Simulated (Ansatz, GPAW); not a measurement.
MgI₂: PBE in single-zeta orbitals, run from Python

These are simulated results from GPAW 26.7.0, not measurements. The cell began as a measured structure and was relaxed with r2SCAN+rVV10 in plane waves (Ansatz 0.2.0). All runs are without spin polarisation.

The symmetry is P-3m1 (No. 164, trigonal); conventional cell a = 4.157 Å, c = 6.876 Å, 34.29 Å³ an atom. Mg is surrounded by 6 I at 2.92 Å; I is surrounded by 3 Mg at 2.92 Å.

The basis is minimal: single zeta, one radial function for each shell that the log's basis lists. It describes the filled bands fairly and the empty ones poorly.

run.py reads:

```python
import json
from ase import Atoms
from gpaw import GPAW, PW, FermiDirac

atoms = Atoms(['Mg', 'I', 'I'],
              cell=[[4.156638, 0.0, 0.0], [-2.078319, 3.599754, -0.0], [0.0, 0.0, 6.875612]],
              scaled_positions=[[-0.0, -0.0, 0.0], [0.333333, 0.666667, 0.242574], [0.666667, 0.333333, 0.757426]],
              pbc=True)
calc = GPAW(mode='lcao', basis='sz(dzp)', h=0.2, xc='PBE', kpts={'size': (6, 6, 4), 'gamma': True},
            occupations=FermiDirac(0.02), maxiter=100, legacy_gpaw=True, txt='gpaw.txt')
atoms.calc = calc
res = {'energy': atoms.get_potential_energy(force_consistent=True)}
res['electrons'] = calc.get_number_of_electrons()
res['k'] = calc.get_ibz_k_points().tolist()
res['levels'] = [calc.get_eigenvalues(kpt=i).tolist() for i in range(len(res['k']))]
points = [[0.0, 0.0, 0.0], [0.5, 0.0, 0.0], [0.333333, 0.333333, 0.0], [0.0, 0.0, 0.5], [0.5, 0.0, 0.5], [0.333333, 0.333333, 0.5], [0.0, 0.46875, 0.322917]]
bands = calc.fixed_density(kpts=points, symmetry='off', txt='bands.txt')
res['points'] = [bands.get_eigenvalues(kpt=i).tolist() for i in range(len(points))]
json.dump(res, open('results.json', 'w'))
print('free energy (eV):', round(res['energy'], 5))
```

Command: `python run.py`. It took 18 s on 1 thread of Arm Neoverse V2 (shared host), peak memory 0.16 GiB.

The log gpaw.txt, trimmed of paths, versions and times, then the last line on the terminal. An iter line gives the energy in eV and the logarithms of the changes of orbitals (plane waves alone) and density (c: converged):

```
___ ___ ___ _ _ _
 |   |   |_  | | | |

 | | | | | . | | | |

 |__ |  _|___|_____|  26.7.0
 |___|_|

Input parameters:
  basis: sz(dzp)
  h: 0.2
  kpts: {gamma: True,
         size: (6, 6, 4)}
  maxiter: 100
  mode: lcao
  occupations: {fixmagmom: False,
                name: fermi-dirac,
                width: 0.02}
  xc: PBE

System changes: positions, numbers, cell, pbc, initial_charges, initial_magmoms

Initialize ...

species:
  Mg:
    name:    Magnesium
    Z:       12.0
    valence: 10
    core:    2
    charge:  0.0  # [|e|]
    compensation charges:
      type: gauss
      rc: 0.33  # [Å]
      lmax: 2
    cutoffs:
      filter: 1.86  # [Å]
      core: 0.54  # [Å]
    projectors
    | kind |    occ | energy [eV] | rcut [Å] |

    |------|--------|-------------|----------|

    |   2s |  2.000 |     -79.840 |    1.090 |

    |   3s |  2.000 |      -4.705 |    1.090 |

    |   2p |  6.000 |     -46.613 |    1.085 |

    |   3p |  0.000 |      -1.330 |    1.085 |

    |    d |        |       0.000 |    1.037 |

    LCAO basis set for Mg:
      Name: sz(dzp)
      Number of radial functions: 4
      Number of spherical harmonics: 8
        l=0, rc=2.7969 Bohr: 2s-sz confined orbital
        l=0, rc=9.2344 Bohr: 3s-sz confined orbital
        l=1, rc=3.1406 Bohr: 2p-sz confined orbital
        l=1, rc=12.7188 Bohr: 3p-sz confined orbital
      Number of RI-basis functions 0

  I:
    name:    Iodine
    Z:       53.0
    valence: 7
    core:    46
    charge:  0.0  # [|e|]
    compensation charges:
      type: gauss
      rc: 0.37  # [Å]
      lmax: 2
    cutoffs:
      filter: 2.06  # [Å]
      core: 2.90  # [Å]
    projectors
    | kind |    occ | energy [eV] | rcut [Å] |

    |------|--------|-------------|----------|

    |   5s |  2.000 |     -17.382 |    1.164 |

    |   5p |  5.000 |      -7.088 |    1.164 |

    |    s |        |       9.829 |    1.164 |

    |    p |        |      20.123 |    1.164 |

    |    d |        |       0.000 |    1.164 |

    LCAO basis set for I:
      Name: sz(dzp)
      Number of radial functions: 2
      Number of spherical harmonics: 4
        l=0, rc=5.8750 Bohr: 5s-sz confined orbital
        l=1, rc=7.5156 Bohr: 5p-sz confined orbital
      Number of RI-basis functions 0

Reference energy: -392531.236221  # eV

Spin-paired calculation

Convergence criteria:
 Maximum [total energy] change in last 3 cyles: 0.0005 eV / valence electron
 Maximum integral of absolute [dens]ity change: 0.0001 electrons / valence electron
 Maximum integral of absolute [eigenst]ate change: 4e-08 eV^2 / valence electron
 Maximum number of scf [iter]ations: 100
 (Square brackets indicate name in SCF output, whereas a 'c' in
 the SCF output indicates the quantity has converged.)

Symmetries present (total): 2

  ( 1  0  0)  (-1  0  0)
  ( 0  1  0)  ( 0 -1  0)
  ( 0  0  1)  ( 0  0 -1)

144 k-points: 6 x 6 x 4 Monkhorst-Pack grid + [1/12,1/12,1/8]
76 k-points in the irreducible part of the Brillouin zone
       k-points in crystal coordinates                weights
   0:     0.00000000    0.00000000    0.00000000          1/144
   1:     0.00000000    0.00000000    0.25000000          2/144
   2:     0.00000000    0.00000000    0.50000000          1/144
   3:     0.00000000    0.16666667   -0.25000000          2/144
   4:     0.00000000    0.16666667    0.00000000          2/144
   5:     0.00000000    0.16666667    0.25000000          2/144
   6:     0.00000000    0.16666667    0.50000000          2/144
   7:     0.00000000    0.33333333   -0.25000000          2/144
   8:     0.00000000    0.33333333    0.00000000          2/144
   9:     0.00000000    0.33333333    0.25000000          2/144
          ...
  75:     0.50000000    0.50000000    0.50000000          1/144

Wave functions: LCAO
  Diagonalizer: Serial LAPACK
  Atomic Correction: dense with blas
  Data-type: complex

Occupation numbers: Fermi-Dirac:
  width: 0.0200  # eV

Eigensolver
   LCAO using direct dense diagonalizer

Densities:
  Coarse grid: 16*16*36 grid
  Fine grid: 32*32*72 grid
  Total Charge: 0.000000

Density mixing:
  Method: separate
  Backend: msr1
  Linear mixing parameter: 0.05
  old densities: 10
  Width of damping distribution: 1.1
  Damping of long wavelength oscillations: 20

Hamiltonian:
  XC and Coulomb potentials evaluated on a 32*32*72 grid
  Using the PBE Exchange-Correlation functional
  Interpolation: tri-quintic (5. degree polynomial)
  Poisson solver: FastPoissonSolver using
    Stencil: 8*3+1=25 point O(h^6) finite-difference Laplacian
    FFT axes: [np.int64(0), np.int64(1), np.int64(2)]
    FST axes: []

XC parameters: PBE with 2 nearest neighbor stencil

Memory estimate:
  Process memory now: 113.77 MiB
  Calculator: 17.64 MiB
    Density: 10.71 MiB
      Arrays: 1.83 MiB
      Localized functions: 7.48 MiB
      Mixer: 1.41 MiB
    Hamiltonian: 1.74 MiB
      Arrays: 1.20 MiB
      XC: 0.00 MiB
      Poisson: 0.00 MiB
      vbar: 0.55 MiB
    Wavefunctions: 5.19 MiB
      C [qnM]: 0.30 MiB
      S, T [2 x qmm]: 0.59 MiB
      P [aqMi]: 0.05 MiB
      BasisFunctions: 4.25 MiB
      Eigensolver: 0.00 MiB

Total number of cores used: 1

Number of atoms: 3
Number of atomic orbitals: 16
Number of bands in calculation: 16
Number of valence electrons: 24
Bands to converge: occupied
Positions:
   0 Mg     0.000000    0.000000    0.000000    ( 0.0000,  0.0000,  0.0000)
   1 I     -0.000002    2.399837    1.667845    ( 0.0000,  0.0000,  0.0000)
   2 I      2.078321    1.199917    5.207767    ( 0.0000,  0.0000,  0.0000)

Unit cell:
           periodic     x           y           z      points  spacing
  1. axis:    yes    4.156638    0.000000    0.000000    16     0.2250
  2. axis:    yes   -2.078319    3.599754   -0.000000    16     0.2250
  3. axis:    yes    0.000000    0.000000    6.875612    36     0.1910

  Lengths:   4.156638   4.156638   6.875612
  Angles:   90.000000  90.000000 120.000001

Effective grid spacing dv^(1/3) = 0.2235

iter:   1    -6.259409        c
iter:   2    -6.210814        c -1.37
iter:   3    -5.971937        c -1.40
iter:   4    -5.967918        c -2.06
iter:   5    -5.967185c       c -2.43
iter:   6    -5.967171c       c -3.42
iter:   7    -5.967170c       c -3.90
iter:   8    -5.967170c       c -5.16c

Converged after 8 iterations.

Energy contributions relative to reference atoms: (reference = -392531.236221)

Kinetic:        +28.018201
Potential:      -24.251774
External:        +0.000000
XC:              -9.761858
Entropy (-ST):   -0.000000
Local:           +0.028260
SIC:             +0.000000
--------------------------
Free energy:     -5.967170
Extrapolated:    -5.967170

Showing only first 2 kpts
 Kpt  Band  Eigenvalues  Occupancy
  0    10      2.36598    2.00000
  0    11      2.65927    2.00000
  0    12      6.21362    0.00000
  0    13      7.83800    0.00000

  1    10      2.33362    2.00000
  1    11      2.33439    2.00000
  1    12      6.64049    0.00000
  1    13      8.07170    0.00000

Fermi level: 4.61197

Gap: 3.554 eV
Transition (v -> c):
  (s=0, k=0, n=11, [0.00, 0.00, 0.00]) -> (s=0, k=0, n=12, [0.00, 0.00, 0.00])
No difference between direct/indirect transitions

free energy (eV): -5.96717
```

The gap in the log is over the mesh alone; results.json adds the listed points. PBE in single-zeta orbitals gives a gap of 3.55 eV. On the same cell, plane-wave PBE (Ansatz, 12×12×4 k points and the special points) gives a gap of 3.50 eV and r2SCAN a gap of 4.11 eV; on shared hosts these took about 10 and 26 core-seconds on the 3-atom cell, against 18 for the script. Spin-orbit coupling, left out in all these runs, can cut or reorder the gap by tenths of an eV, up to about 1 eV with Pb or Bi.

No spin-orbit coupling is included; it can move band edges with weight on the heavy atoms by tenths of an eV.
